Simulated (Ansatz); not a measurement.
A run of Ansatz 0.2.0 is set up as follows.

Contents of input.yaml:

```yaml
crystal:
  lattice:
    - [4.142023, 0.0, 0.0]
    - [0.0, 4.142023, 0.0]
    - [0.0, 0.0, 4.142023]
  atoms:
    - { symbol: Pd, position: [0.0, 0.0, 0.0] }
    - { symbol: Ge, position: [0.5, 0.5, 0.0] }
    - { symbol: Ge, position: [0.5, 0.0, 0.5] }
    - { symbol: Ge, position: [0.0, 0.5, 0.5] }
hamiltonian:
  xc: pbesol
  pseudopotentials: { kind: paw }
  hubbard: { sites: [{ species: Pd, l: d, u_eff: 8.0 }] }
kpoints:
  mp_grid: { grid: [7, 7, 7] }
  band_path:
    path:
      - [[0.0, 0.0, 0.0], [0.0, 0.5, 0.0], [0.5, 0.5, 0.0], [0.0, 0.0, 0.0], [0.5, 0.5, 0.5], [0.0, 0.5, 0.0]]
      - [[0.5, 0.5, 0.0], [0.5, 0.5, 0.5]]
    npoints: 14
scf:
  occupations: { method: fermi_dirac, width: 0.05 }
  n_extra_bands: 10
output:
  forces: true
  stress: true
  eigenvalues: true
  fatbands: false
```

Potentials or basis: Ansatz PAW.

The run is started by

```bash
$ ansatz run input.yaml --threads 2 --pin off --max-ram 5632MiB --backend cpu --events-out ev --progress --plain --runs-dir out
```

(1) Estimate the pressure.

(2) Estimate the band gap on the k mesh.

Results:

(1) -2.7 GPa.

(2) none (metal or under the smearing width).

Caveat: U without spin polarisation on a metal has little footing; the PAW data sets come from PBE, with cores solved anew for the run's functional, which leaves a small shift of forces and pressure; the U is typed as a test and isn't derived for this compound.
